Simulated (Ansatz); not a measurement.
**C7H8FIn: how energies converge with the basis set**

Aim: see how fast density functionals converge with the basis set for C7H8FIn.

Method: one geometry, several basis sets; program: Ansatz 0.2.0, Gaussian basis.

Levels to be run: PBE0-D4/def2-SVP; ωB97M-V/def2-SVP; PBE0-D4/def2-QZVPP; ωB97M-V/def2-QZVPP; the functionals' def2-TZVPP values are taken from earlier runs.

**1. Structure used throughout**

All runs share one geometry, relaxed beforehand with PBE0-D4/def2-TZVP. In takes the def2 core potential; no spin-orbit term is included.

SMILES `[CH3][In]([F])[c]1ccccc1`, 17 atoms, charge 0, spin multiplicity 1.

Atoms are counted from 1 here; the program's logs count them from 0.

Bond lengths: C1–In2 2.127 Å, C1–H10 1.091 Å, C1–H11 1.090 Å, C1–H12 1.089 Å, In2–F3 1.981 Å, In2–C4 2.116 Å, C4–C5 1.395 Å, C4–C9 1.396 Å, C5–C6 1.388 Å, C5–H13 1.086 Å, C6–C7 1.387 Å, C6–H14 1.084 Å, C7–C8 1.387 Å, C7–H15 1.084 Å, C8–C9 1.388 Å, C8–H16 1.084 Å, C9–H17 1.085 Å. Angles: In2–C1–H10 110.3°, In2–C1–H11 110.6°, In2–C1–H12 108.2°, H10–C1–H11 108.5°, H10–C1–H12 109.5°, H11–C1–H12 109.7°, C1–In2–F3 110.0°, C1–In2–C4 145.4°, F3–In2–C4 104.6°, In2–C4–C5 123.5°, In2–C4–C9 117.6°, C5–C4–C9 118.8°, C4–C5–C6 120.7°, C4–C5–H13 120.6°, C6–C5–H13 118.8°, C5–C6–C7 119.9°, C5–C6–H14 120.0°, C7–C6–H14 120.1° and more.

**2. PBE0-D4 in def2-SVP**

Contents of in.yaml:

```yaml
crystal:
  periodic: [false, false, false]
  atoms:
    - {symbol: C, position_ang: [3.164827, -0.914727, -1.944360]}
    - {symbol: In, position_ang: [1.693150, -0.837215, -0.410779]}
    - {symbol: F, position_ang: [2.230826, -1.997233, 1.103017]}
    - {symbol: C, position_ang: [-0.159625, -0.006013, 0.185196]}
    - {symbol: C, position_ang: [-0.895696, 0.879857, -0.602276]}
    - {symbol: C, position_ang: [-2.104080, 1.391363, -0.150983]}
    - {symbol: C, position_ang: [-2.589826, 1.022329, 1.094944]}
    - {symbol: C, position_ang: [-1.867919, 0.142500, 1.888235]}
    - {symbol: C, position_ang: [-0.659899, -0.369362, 1.436618]}
    - {symbol: H, position_ang: [3.622904, 0.065973, -2.078925]}
    - {symbol: H, position_ang: [2.718230, -1.221537, -2.890656]}
    - {symbol: H, position_ang: [3.927135, -1.634392, -1.648408]}
    - {symbol: H, position_ang: [-0.533258, 1.181731, -1.580265]}
    - {symbol: H, position_ang: [-2.667454, 2.078948, -0.772168]}
    - {symbol: H, position_ang: [-3.533881, 1.421905, 1.448222]}
    - {symbol: H, position_ang: [-2.246872, -0.146380, 2.862352]}
    - {symbol: H, position_ang: [-0.098572, -1.057767, 2.060228]}
basis:
  gaussian: {orbitals: def2-SVP}
hamiltonian: {xc: pbe0, dispersion: d4}
output: {orbitals: {seedname: orbitals}}
```

The run is started by

```console
$ ansatz run in.yaml --threads 2 --pin off --events-out ev --progress --plain --max-ram 22528MiB --backend cpu
```

Further steps of the session: ωB97M-V in def2-SVP; PBE0-D4 in def2-QZVPP; ωB97M-V in def2-QZVPP.

Q: Predict the results of all the runs planned. Wanted: PBE0-D4: double and triple zeta above quadruple; ωB97M-V: double and triple zeta above quadruple.

**Answer**, as computed:

```
                                       quantity           value
PBE0-D4: double and triple zeta above quadruple  12.22, 0.59 eV
ωB97M-V: double and triple zeta above quadruple  12.63, 0.56 eV
```

For PBE0-D4 the step from double to triple zeta gains 11.63 eV and the next only 0.59 eV. These are total energies; as a rule much of such shifts cancels in differences, which this series doesn't test.
